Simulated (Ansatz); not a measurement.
**Te (bcc type): how the settings move a single-point run**

How sensitive is a single-point run of Te (bcc type) to its settings? A reference run comes first, then one run with altered input.

Computed with Ansatz 0.2.0 (reference: DFT, PBEsol, all-electron LAPW, scalar-relativistic, unless a step's input says otherwise).

## 1. The system as given

The structure is cubic, space group Im-3m (No. 229). The conventional cell has a = 3.783 Å, b = 3.783 Å, c = 3.783 Å, α = 90.00°, β = 90.00°, γ = 90.00°. Te (site symmetry m-3m) has 8 Te at 3.28 Å in its first shell of neighbours.

Coordinates:

```
Te
1.0
    -1.89127    1.89127    1.89127
     1.89127   -1.89127    1.89127
     1.89127    1.89127   -1.89127
Te
1
Direct
  0.00000 0.00000 0.00000
```

## 2. Reference

Input file input.yaml:

```yaml
crystal:
  lattice:
    - [-1.8912685031, 1.8912685031, 1.8912685031]
    - [1.8912685031, -1.8912685031, 1.8912685031]
    - [1.8912685031, 1.8912685031, -1.8912685031]
  atoms:
    - { symbol: Te, position: [0.0, 0.0, 0.0] }
kpoints:
  mp_grid: { grid: [15, 15, 15] }
  band_path:
    path:
      - [0.0, 0.0, 0.0]
      - [0.5, -0.5, 0.5]
      - [0.0, 0.0, 0.5]
      - [0.0, 0.0, 0.0]
      - [0.25, 0.25, 0.25]
      - [0.5, -0.5, 0.5]
      - [0.25, 0.25, 0.25]
      - [0.0, 0.0, 0.5]
    npoints: 14
scf:
  occupations: { method: fermi_dirac, width: 0.05 }
hamiltonian:
  xc: pbesol
  pseudopotentials: { kind: all_electron, lapw: { basis_error: 0.001 } }
output:
  forces: true
  stress: true
  eigenvalues: true
  populations: true
  dos: { projected: true, de: 0.2, e_range: [-14, 8] }
```

On the command line:

```
> ansatz run input.yaml --threads 1 --pin off --max-ram 2048MiB --backend cpu --events-out ev --progress --plain --runs-dir out
```

## 3. Changed: mp_grid.grid [8, 8, 8], dispersion d3bj

input.yaml: that of step 2 with these lines changed.

```diff
@@ -8,3 +8,3 @@
 kpoints:
-  mp_grid: { grid: [15, 15, 15] }
+  mp_grid: { grid: [8, 8, 8] }
   band_path:
@@ -25,2 +25,3 @@
   pseudopotentials: { kind: all_electron, lapw: { basis_error: 0.001 } }
+  dispersion: d3bj
 output:
@@ -30,2 +31 @@
   populations: true
-  dos: { projected: true, de: 0.2, e_range: [-14, 8] }
```

**Question.** What will these runs give? Wanted: for each run, ending; energy change; pressure; gap; force.

The runs gave:

```
                                       run     ending                                             energy change  pressure (GPa)  gap (eV)  force (eV/Å)  cycles   time
                                 reference  converged                                                         0             0.0      0.00          0.00       7   12 s
1: mp_grid.grid [8, 8, 8], dispersion d3bj  converged  -560.8 meV/atom (dispersion and other settings together)            -3.5      0.00          0.00       5  4.9 s
```

Times don't compare one to one where runs were asked for different outputs or read a saved state (see the inputs); cycles may leave out searches for a lower state.

Residual by cycle in the longest SCF loop of each run; runs are numbered as in the table. The quantity is the density residual dr2, in eV.

```
cycle  reference    run 1
    1    0.00608  0.00618
    2    0.00266  0.00148
    3     5.3e-4   5.7e-5
    4     1.1e-4   2.8e-6
    5     2.4e-6   2.8e-9
    6     2.9e-7        -
    7     3.6e-8        -
```

**Reading.** The energy moves by -560.8 meV/atom, nearly all of it the dispersion term itself (-511.0 meV/atom); that offset belongs to the model and is no gain or loss of stability; the pressure goes from 0.0 to -3.5 GPa. Semilocal functionals close small gaps, and spin-orbit coupling, left out here, moves these band edges, so the missing gap need not be the real solid's.
